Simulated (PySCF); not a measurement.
# SnF2 (SMILES [F][Sn][F]) at 5 levels

We compute a comparison of 5 runs (B2PLYP/STO-3G, PBE0/STO-3G, MP2/STO-3G, UMP2/STO-3G, UCCSD(T)/STO-3G) of SnF2. Input form: a Python script.

The calculation is run with PySCF 2.14.0.

7 further runs of the same task are left out: 7 set aside as unsound or not needed.

**1. The system as given**

SnF2 has 3 atoms, charge 0, and is taken as a singlet. As SMILES, `[F][Sn][F]`. The Sn1–F2 distance was set to 2.492 Å, away from the relaxed value.

Bond lengths: Sn1–F3 2.076 Å.

**2. The energy at B2PLYP/STO-3G (run 1)**

File input.py:

```python
from pyscf import gto, dft, mp

mol = gto.Mole()
mol.atom = '''
Sn  -0.317347  -0.004826  -1.126819
F    1.618310  -0.021230   0.443060
F   -1.946247   0.031524   0.160421
'''
mol.verbose = 4
mol.basis = 'sto-3g'
mol.max_memory = 1860
mol.spin = 0
mol.charge = 0
mol.build()

ks = dft.RKS(mol, xc='0.53*HF + 0.47*B88, 0.73*LYP')
ks.grids.level = 5
ks.conv_tol = 1e-10
ks.kernel()
if not ks.converged:
    ks = ks.newton().run(ks.mo_coeff, ks.mo_occ)

pt = mp.MP2(ks, frozen=20).run()
e_tot = ks.e_tot + 0.27 * pt.e_corr
print('PT2 part  %.8f' % (0.27 * pt.e_corr))
print('Final energy', e_tot)
```

Started as:

```
$ OMP_NUM_THREADS=1 python input.py
```

Standard output:

```text
PySCF version 2.14.0

[... 77 lines left out ...]
converged SCF energy = -6161.26620621864
[... 1 line left out ...]
******** <class 'pyscf.mp.mp2.RMP2'> ********
nocc = 14, nmo = 17
frozen orbitals 20
E(RMP2) = -6161.43470056423  E_corr = -0.168494345593122
E(SCS-RMP2) = -6161.44450483199  E_corr = -0.178298613355238
E_corr(same-spin) = -0.0275706938728937
E_corr(oppo-spin) = -0.140923651720228
PT2 part  -0.04549347
Final energy -6161.311699691948
```

Run time: 5.7 s. Hardware: 1 thread of Arm Neoverse V1, shared host; peak memory 0.27 GiB.

**3. A single-point energy at PBE0/STO-3G (run 2)**

File calc.py:

```python
from pyscf import gto, dft

mol = gto.M(
    atom='''
Sn    -0.599699    -0.009120    -2.129379
F      3.058163    -0.040119     0.837262
F     -3.677874     0.059572     0.303152
''',
    charge=0,
    spin=0,
    unit='bohr',
    basis='sto-3g',
    max_memory=1860,
    verbose=3,
)

ks = dft.RKS(mol)
ks.xc = 'pbe0'
ks.conv_tol = 1e-10
ks.grids.level = 5
ks.kernel()
if not ks.converged:
    ks = ks.newton().run(ks.mo_coeff, ks.mo_occ)

energy = ks.e_tot
print(f'total energy: {energy:.8f} hartree')
```

Started as:

```
$ OMP_NUM_THREADS=1 python calc.py
```

Standard output:

```text
converged SCF energy = -6161.56267447599
total energy: -6161.56267448 hartree
```

Wall time 5.4 s (1 thread of Arm Neoverse V1, shared host); peak memory 0.27 GiB.

**4. The energy at MP2/STO-3G (run 3)**

File run.py:

```python
from pyscf import gto, scf, mp

mol = gto.Mole()
mol.atom = 'Sn -0.317347 -0.004826 -1.126819; F 1.618310 -0.021230 0.443060; F -1.946247 0.031524 0.160421'
mol.verbose = 3
mol.max_memory = 1860
mol.spin = 0
mol.basis = 'sto-3g'
mol.build()

mf = scf.RHF(mol)
mf.conv_tol = 1e-10
mf.kernel()
if not mf.converged:
    mf = mf.newton().run(mf.mo_coeff, mf.mo_occ)

pt = mp.MP2(mf, frozen=20).run()
e_tot = pt.e_tot
print(f'total energy: {e_tot:.8f} hartree')
```

Started as:

```
$ OMP_NUM_THREADS=1 python run.py
```

Standard output:

```text
converged SCF energy = -6159.22291856746
E(RMP2) = -6159.31319939709  E_corr = -0.0902808296278446
E(SCS-RMP2) = -6159.32369432679  E_corr = -0.100775759325372
total energy: -6159.31319940 hartree
```

It took 0.9 s on 1 thread of Arm Neoverse V1, shared host; peak memory 0.12 GiB.

Run 4 isn't shown in full; the table further down has it.

**5. A single-point energy at UCCSD(T)/STO-3G (run 5)**

File calc.py:

```python
from pyscf import gto, scf, cc

mol = gto.M(
    atom='''
Sn    -0.599699    -0.009120    -2.129379
F      3.058163    -0.040119     0.837262
F     -3.677874     0.059572     0.303152
''',
    verbose=3,
    spin=0,
    max_memory=1860,
    basis='sto-3g',
    unit='bohr',
)

myscf = scf.UHF(mol)
myscf.conv_tol = 1e-10
myscf.kernel()
if not myscf.converged:
    myscf = myscf.newton().run(myscf.mo_coeff, myscf.mo_occ)
for _ in range(3):
    mo, _, stable, _ = myscf.stability(return_status=True)
    if stable:
        break
    myscf.kernel(myscf.make_rdm1(mo, myscf.mo_occ))

mycc = cc.CCSD(myscf, frozen=20)
mycc.kernel()
e_t = mycc.ccsd_t()
etot = mycc.e_tot + e_t
print('Final energy', etot)
```

Started as:

```
$ OMP_NUM_THREADS=1 python calc.py
```

Standard output:

```text
converged SCF energy = -6159.22291854589  <S^2> = 1.4692603e-09  2S+1 = 1
<class 'pyscf.scf.uhf.UHF'> wavefunction has an internal instability
converged SCF energy = -6159.25899426609  <S^2> = 0.69972886  2S+1 = 1.9490807
<class 'pyscf.scf.uhf.UHF'> wavefunction has an internal instability
converged SCF energy = -6159.25899430567  <S^2> = 0.70143968  2S+1 = 1.9508354
<class 'pyscf.scf.uhf.UHF'> wavefunction is stable in the internal stability analysis
E(UCCSD) = -6159.354438606494  E_corr = -0.09544430082541355
UCCSD(T) correction = -0.00763413395658991
Final energy -6159.3620727404505
```

Wall time 2.3 s (1 thread of Arm Neoverse V1, shared host); peak memory 0.12 GiB.

**6. Overview of the runs**

```tsv
run	level	frozen core orbitals	integration grid	energy (Eh)	dipole moment (D) of the reference	HOMO energy (eV)	LUMO energy (eV)	wall time
1	B2PLYP/STO-3G	20	5	-6161.311700	1.64	-3.78	1.75	5.7 s
2	PBE0/STO-3G	–	5	-6161.562674	1.40	-2.82	0.64	5.4 s
3	MP2/STO-3G	20	–	-6159.313199	1.90	-5.20	3.83	0.9 s
4	UMP2/STO-3G	20	–	-6159.305862	1.02	-4.23	4.17	1.7 s
5	UCCSD(T)/STO-3G	20	–	-6159.362073	1.02	-4.23	4.17	2.3 s
```

**7. What came out**

| quantity | value |
| --- | --- |
| run 5: total energy | -6159.36207 Eh |
| run 5: dipole moment (Hartree–Fock density) | 1.02 D |
| run 5: HOMO energy (Hartree–Fock orbitals) | -4.23 eV |
| run 5: LUMO energy (Hartree–Fock orbitals) | 4.17 eV |
| run 5: HOMO–LUMO gap (Hartree–Fock orbitals) | 8.40 eV |
| run 5: correlation energy (20 core orbitals frozen) | -103.1 mEh |
| run 5: (T) correction | -7.63 mEh |
| run 5: ⟨S²⟩ of the reference determinant | 0.701 |
| run 5: T1 diagnostic | 0.065 |

In words: Totals of different functionals can't be ranked against each other. In runs 1, 2, 3, 4, 5 the basis is minimal, so the values are rough. In runs 1, 2, 3, 4, 5 relativity is left out where basis or elements ask for it. Spin contamination of the reference: run 5 ⟨S²⟩ = 0.70, run 4 ⟨S²⟩ = 0.70. Where it is this large, the reference is a mixture of spin states, and values that rest on it are in doubt. All runs together took 16 s, the longest 5.7 s.
